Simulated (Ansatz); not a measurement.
# CHBFNS: small, medium and large basis sets

An exercise on one series of results from a longer session: the logs are not shown, and one member is left open.

The runs use Ansatz 0.2.0, Gaussian basis; one geometry, several basis sets.

Levels to be run: PBE0-D4/def2-SVP; ωB97M-V/def2-SVP; PBE0-D4/def2-QZVPP; ωB97M-V/def2-QZVPP; the functionals' def2-TZVPP values are taken from earlier runs.

## Structure used throughout

All runs share one geometry, relaxed beforehand with PBE0-D4 in a triple-zeta def2 set.

SMILES `FC1=NBS1`, 6 atoms, charge 0, spin multiplicity 1.

Atoms are counted from 1 here; the program's logs count them from 0.

Bond lengths: F1–C2 1.300 Å, C2–N3 1.272 Å, C2–S5 1.780 Å, N3–B4 1.461 Å, B4–S5 1.877 Å, B4–H6 1.186 Å. Angles: F1–C2–N3 126.2°, F1–C2–S5 122.2°, N3–C2–S5 111.5°, C2–N3–B4 87.7°, N3–B4–S5 98.2°, N3–B4–H6 131.6°, S5–B4–H6 130.2°, C2–S5–B4 62.5°.

Set-up of the first run:

in.yaml reads:

```yaml
crystal:
  periodic: [false, false, false]
  atoms:
    - {symbol: F, position_ang: [0.990271, -1.943888, -0.335719]}
    - {symbol: C, position_ang: [0.404410, -0.799847, -0.138769]}
    - {symbol: N, position_ang: [-0.636071, -0.599340, 0.564238]}
    - {symbol: B, position_ang: [-0.528851, 0.815678, 0.214917]}
    - {symbol: S, position_ang: [1.006983, 0.711825, -0.859834]}
    - {symbol: H, position_ang: [-1.194740, 1.751572, 0.509067]}
basis:
  gaussian: {orbitals: def2-SVP}
hamiltonian: {xc: pbe0, dispersion: d4}
output: {orbitals: {seedname: orbitals}}
```

Run with:

```bash
ansatz run in.yaml --threads 2 --pin off --events-out ev --progress --plain --max-ram 4352MiB
```

Among the steps run: PBE0-D4 in def2-SVP; ωB97M-V in def2-SVP; PBE0-D4 in def2-QZVPP; ωB97M-V in def2-QZVPP.

One of the session's tables, all rows but one given; the rest of the session is left out.

It belongs to the step «Density functionals: the series». 

| functional | basis | HOMO (eV) | LUMO (eV) |
| --- | --- | --- | --- |
| PBE0-D4 | def2-SVP | -7.72 | -2.33 |
| PBE0-D4 | def2-TZVPP | -7.80 | -2.34 |
| PBE0-D4 | def2-QZVPP | ? | ? |
| ωB97M-V | def2-SVP | -9.82 | -0.11 |
| ωB97M-V | def2-TZVPP | -9.94 | -0.20 |
| ωB97M-V | def2-QZVPP | -9.98 | -0.26 |

Q: Estimate the row for PBE0-D4, def2-QZVPP from the others.

The run gave: HOMO (eV): -7.83; LUMO (eV): -2.37. In the column «HOMO (eV)» it lies between ωB97M-V, def2-SVP (-9.82) and PBE0-D4, def2-TZVPP (-7.80).
